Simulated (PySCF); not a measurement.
# Ca: changing the method

What do other methods print for Ca?

The runs use PySCF 2.14.0; method and basis as typed in the scripts.

1 further run of the same task is left out (it didn't finish).

### Step 1. The atom

Ca: 1 atom, charge 0, spin multiplicity 1.

### Step 2. Base script

input.py reads:

```python
from pyscf import gto, scf

mol = gto.M(
    atom='Ca 0 0 0',
    basis='sbkjc',
    ecp={'Ca': 'sbkjc'},
    charge=0,
    spin=0,
    verbose=4,
)
mf = scf.UHF(mol)
mf.kernel()
mf.mulliken_pop()
mf.dip_moment()
print('orbital energies (hartree):', [e[max(0, n-3):n+3].round(4) for e, n in zip(mf.mo_energy, mol.nelec)])
```

The run is started by

```sh
OMP_NUM_THREADS=1 python input.py
```

### Step 3. MP2

Run 1 changes step after the SCF: analyze → mp2.

Edit input.py of step 2 so:

```diff
@@ -1,2 +1,2 @@
-from pyscf import gto, scf
+from pyscf import gto, scf, mp
 
@@ -12,3 +12,3 @@
 mf.kernel()
-mf.mulliken_pop()
+mp.MP2(mf).kernel()
 mf.dip_moment()
```

### Step 4. TDHF

Run 2 changes step after the SCF: analyze → tddft; number of roots: none → 4.

Edit input.py of step 2 so:

```diff
@@ -1,2 +1,2 @@
-from pyscf import gto, scf
+from pyscf import gto, scf, tdscf
 
@@ -12,3 +12,6 @@
 mf.kernel()
-mf.mulliken_pop()
+td = tdscf.TDHF(mf)
+td.nstates = 4
+td.kernel()
+td.analyze(verbose=3)
 mf.dip_moment()
```

### Step 5. Stability test

Run 3 changes step after the SCF: analyze → stability.

Edit input.py of step 2 so:

```diff
@@ -12,3 +12,3 @@
 mf.kernel()
-mf.mulliken_pop()
+mf.stability(internal=True, external=True)
 mf.dip_moment()
```

### Step 6. ROHF

Run 4 changes SCF type: UHF → ROHF.

input.py reads:

```python
from pyscf import gto, scf

mol = gto.M(
    atom='Ca 0 0 0',
    basis='sbkjc',
    ecp={'Ca': 'sbkjc'},
    charge=0,
    spin=0,
    verbose=4,
)
mf = scf.ROHF(mol)
mf.kernel()
mf.mulliken_pop()
mf.dip_moment()
print('orbital energies (hartree):', mf.mo_energy[..., max(0, mol.nelec[1]-3):mol.nelec[0]+3].round(4))
```

### Step 7. TDHF

Run 5 changes step after the SCF: analyze → tddft; number of roots: none → 6.

Edit input.py of step 2 so:

```diff
@@ -1,2 +1,2 @@
-from pyscf import gto, scf
+from pyscf import gto, scf, tdscf
 
@@ -12,3 +12,6 @@
 mf.kernel()
-mf.mulliken_pop()
+td = tdscf.TDHF(mf)
+td.nstates = 6
+td.kernel()
+td.analyze(verbose=3)
 mf.dip_moment()
```

### Step 8. NEVPT2 (ROHF)

Run 6 changes step after the SCF: analyze → nevpt2; SCF type: UHF → ROHF; active space: none → 2 electrons in 2 orbitals.

input.py reads:

```python
from pyscf import gto, scf, mcscf, mrpt

mol = gto.M(
    atom='Ca 0 0 0',
    basis='sbkjc',
    ecp={'Ca': 'sbkjc'},
    charge=0,
    spin=0,
    verbose=4,
)
mf = scf.ROHF(mol)
mf.kernel()
mc = mcscf.CASSCF(mf, 2, 2)
mc.kernel()
mc.analyze()
mrpt.NEVPT(mc).kernel()
mf.dip_moment()
print('orbital energies (hartree):', mf.mo_energy[..., max(0, mol.nelec[1]-3):mol.nelec[0]+3].round(4))
```

Q: Predict the outcome of this session. Wanted: for each run, E(SCF); from base; gap; after the SCF.

The runs gave:

```tsv
run	E(SCF) (hartree)	from base (eV)	cycles	gap (eV)	after the SCF
base	-0.606359	0	4	5.89	n/a
MP2	-0.606359	0.0000	4	5.89	MP2 correlation -0.399 eV
TDHF	-0.606359	0.0000	4	5.89	lowest root found 2.92 eV
stability test	-0.606359	0.0000	4	5.89	unstable: UHF/UKS -> GHF/GKS
ROHF	-0.606359	0.0000	4	n/a	n/a
TDHF	-0.606359	0.0000	4	5.89	lowest root found 2.92 eV
NEVPT2 (ROHF)	-0.606359	0.0000	4	n/a	NEVPT2 correlation -0.454 eV (from the SCF energy, the CASSCF gain included)
```

In words: The SCF energy stays the same, to the digits that matter, with ROHF.
